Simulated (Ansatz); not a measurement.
# C₂H₃BClF: small, medium and large basis sets

An exercise on one series of results from a longer session: the logs are not shown, and one member is left open.

Program: Ansatz 0.2.0, Gaussian basis. Level of theory: one geometry, several basis sets. These are calculated values, not measurements.

Plan: PBE0-D4/def2-SVP; ωB97M-V/def2-SVP; PBE0-D4/def2-QZVPP; ωB97M-V/def2-QZVPP; the functionals' def2-TZVPP values are taken from earlier runs.

### The geometry

The geometry comes from an earlier relaxation with PBE0-D4 in a triple-zeta def2 set; it is a stationary point, not always the lowest conformer.

SMILES `C=C(F)BCl`, 8 atoms, charge 0, spin multiplicity 1.

Atoms are counted from 1 here; the program's logs count them from 0.

Bond lengths: C1–C2 1.332 Å, C1–H6 1.084 Å, C1–H7 1.081 Å, C2–F3 1.344 Å, C2–B4 1.540 Å, B4–Cl5 1.735 Å, B4–H8 1.190 Å. Angles: C2–C1–H6 122.1°, C2–C1–H7 119.0°, H6–C1–H7 118.9°, C1–C2–F3 118.9°, C1–C2–B4 122.4°, F3–C2–B4 118.7°, C2–B4–Cl5 121.0°, C2–B4–H8 119.9°, Cl5–B4–H8 119.1°.

Coordinates:

```xyz
8
charge 0, multiplicity 1
C     0.8807    0.7519    0.6343
C     0.0182   -0.2393    0.4141
F    -0.2256   -1.1196    1.4003
B    -0.7115   -0.4150   -0.9308
Cl   -1.8278   -1.7195   -1.1794
H     1.3919    0.8713    1.5829
H     1.0780    1.4608   -0.1581
H    -0.5117    0.3522   -1.8188
```

The first run:

in.yaml reads:

```yaml
crystal:
  periodic: [false, false, false]
  atoms:
    - {symbol: C, position_ang: [0.880675, 0.751894, 0.634346]}
    - {symbol: C, position_ang: [0.018208, -0.239264, 0.414108]}
    - {symbol: F, position_ang: [-0.225646, -1.119556, 1.400260]}
    - {symbol: B, position_ang: [-0.711457, -0.414961, -0.930847]}
    - {symbol: Cl, position_ang: [-1.827751, -1.719527, -1.179442]}
    - {symbol: H, position_ang: [1.391928, 0.871281, 1.582868]}
    - {symbol: H, position_ang: [1.077953, 1.460848, -0.158068]}
    - {symbol: H, position_ang: [-0.511711, 0.352186, -1.818824]}
basis:
  gaussian: {orbitals: def2-SVP}
hamiltonian: {xc: pbe0, dispersion: d4}
output: {orbitals: {seedname: orbitals}}
```

The run is started by

```
$ ansatz run in.yaml --threads 2 --pin off --events-out ev --progress --plain --max-ram 4352MiB
```

Among the steps run: PBE0-D4 in def2-SVP; ωB97M-V in def2-SVP; PBE0-D4 in def2-QZVPP; ωB97M-V in def2-QZVPP.

One table of the session follows, with a row left open; its other results are not shown here.

```
functional       basis  HOMO (eV)  LUMO (eV)
   PBE0-D4    def2-SVP      -8.12      -2.19
   PBE0-D4  def2-TZVPP          ?          ?
   PBE0-D4  def2-QZVPP      -8.27      -2.35
   ωB97M-V    def2-SVP     -10.29      -0.07
   ωB97M-V  def2-TZVPP     -10.44      -0.25
   ωB97M-V  def2-QZVPP     -10.47      -0.30
```

**Question.** Estimate the row for PBE0-D4, def2-TZVPP.

**Answer.** HOMO (eV): -8.25; LUMO (eV): -2.32. In the column «HOMO (eV)» it lies between PBE0-D4, def2-QZVPP (-8.27) and PBE0-D4, def2-SVP (-8.12).
